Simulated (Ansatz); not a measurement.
**NH3Br (doublet): from Hartree-Fock to the top rungs at distance N1–H4 along a hydrogen transfer = 1.609 Å, cc-pVDZ**

Aim: climb from Hartree-Fock through coupled cluster and multireference methods for NH3Br (doublet) at one geometry and basis, and see what each rung misses.

Computed with Ansatz 0.2.0, Gaussian basis. Level: cc-pVDZ, core rule «outside noble gas», up to 15 orbitals frozen.

The runs, in order: UHF; CCSD(T) on ROHF; CCSD(T) on UHF; BCCD(T) on ROHF; CISD; CCSDT(Q) on ROHF; CCSDT(Q) on UHF; CASSCF and MRCISD+Q, 3 electrons in 3 orbitals; CASSCF and NEVPT2, 3 electrons in 3 orbitals; CASSCF and NEVPT2, 15 electrons in 11 orbitals.

5 further runs of the same task are left out: 5 that didn't finish.

### Step 1. The geometry

The geometry derives from fragments relaxed apart (PBE0/def2-TZVP) and kept rigid, so it is no stationary point. A hydrogen atom is moved between rigid fragments. No spin-orbit coupling is included. The filled d shell of Br may be among the frozen orbitals whatever the setting's name suggests; the logs give the count.

5 atoms, charge 0, spin multiplicity 2.

Atoms are counted from 1 here; the program's logs count them from 0.

Bond lengths: N1–H2 1.012 Å, N1–H3 1.012 Å, H4–Br5 1.629 Å. Angles: H2–N1–H3 107.1°.

### Step 2. UHF

Contents of in.yaml:

```yaml
crystal:
  periodic: [false, false, false]
  atoms:
    - {symbol: N, position_ang: [-2.679661, -0.005881, -0.009153]}
    - {symbol: H, position_ang: [-2.976941, 0.961952, -0.009152]}
    - {symbol: H, position_ang: [-2.976940, -0.408181, 0.871107]}
    - {symbol: H, position_ang: [-1.070661, -0.005881, -0.009153]}
    - {symbol: Br, position_ang: [0.558339, -0.005880, -0.009153]}
basis:
  gaussian: {orbitals: cc-pVDZ}
magnetization: {spin_polarized: true, initial_magnetization: 1}
hamiltonian: {xc: hf}
output: {orbitals: {seedname: orbitals}}
```

Started as:

```
$ ansatz run in.yaml --threads 1 --pin off --events-out ev --progress --plain --max-ram 2393MiB
```

After this run come: CCSD(T) on ROHF; CCSD(T) on UHF; BCCD(T) on ROHF; CISD; CCSDT(Q) on ROHF; CCSDT(Q) on UHF; CASSCF and MRCISD+Q, 3 electrons in 3 orbitals; CASSCF and NEVPT2, 3 electrons in 3 orbitals; CASSCF and NEVPT2, 15 electrons in 11 orbitals.

Q: Predict the results of all the runs planned. Wanted: UCCSDT(Q) below the RHF energy; RMP2 from UCCSDT(Q); UMP2 from UCCSDT(Q); RCCSD from UCCSDT(Q); RCCSD(T) from UCCSDT(Q); UCCSD(T) from UCCSDT(Q); RCCSDT(Q) from UCCSDT(Q); NEVPT2 pair from UCCSDT(Q); MRCISD+Q pair from UCCSDT(Q).

**Answer**, as computed:

| quantity | value |
| --- | --- |
| UCCSDT(Q) below the RHF energy | -8.8025 eV |
| RMP2 from UCCSDT(Q) | +105.4 kJ/mol |
| UMP2 from UCCSDT(Q) | +105.5 kJ/mol |
| RCCSD from UCCSDT(Q) | +19.9 kJ/mol |
| RCCSD(T) from UCCSDT(Q) | +3.6 kJ/mol |
| UCCSD(T) from UCCSDT(Q) | +3.5 kJ/mol |
| RCCSDT(Q) from UCCSDT(Q) | +0.1 kJ/mol |
| NEVPT2 pair from UCCSDT(Q) | +100.7 kJ/mol |
| MRCISD+Q pair from UCCSDT(Q) | +9.1 kJ/mol |
| NEVPT2 valence from UCCSDT(Q) | +131.2 kJ/mol |
| levels within 1 kcal/mol (43 meV) | RCCSD(T), UCCSD(T), BCCD(T), RCCSDT, UCCSDT, RCCSDT(Q) |
| T1 diagnostic | 0.021 |
| effectively unpaired electrons | 1.02 |

**Reading.** RCCSD(T) lands +3.6 kJ/mol from the yardstick (0.4 % of the correlation energy). One determinant dominates. Of the multireference levels listed MRCISD+Q pair comes nearest in total energy (+9.1 kJ/mol), which doesn't show that its space is the better one. These misses are within one basis, not against nature; the frozen cores of restricted and unrestricted runs differ, which can shift their rows.
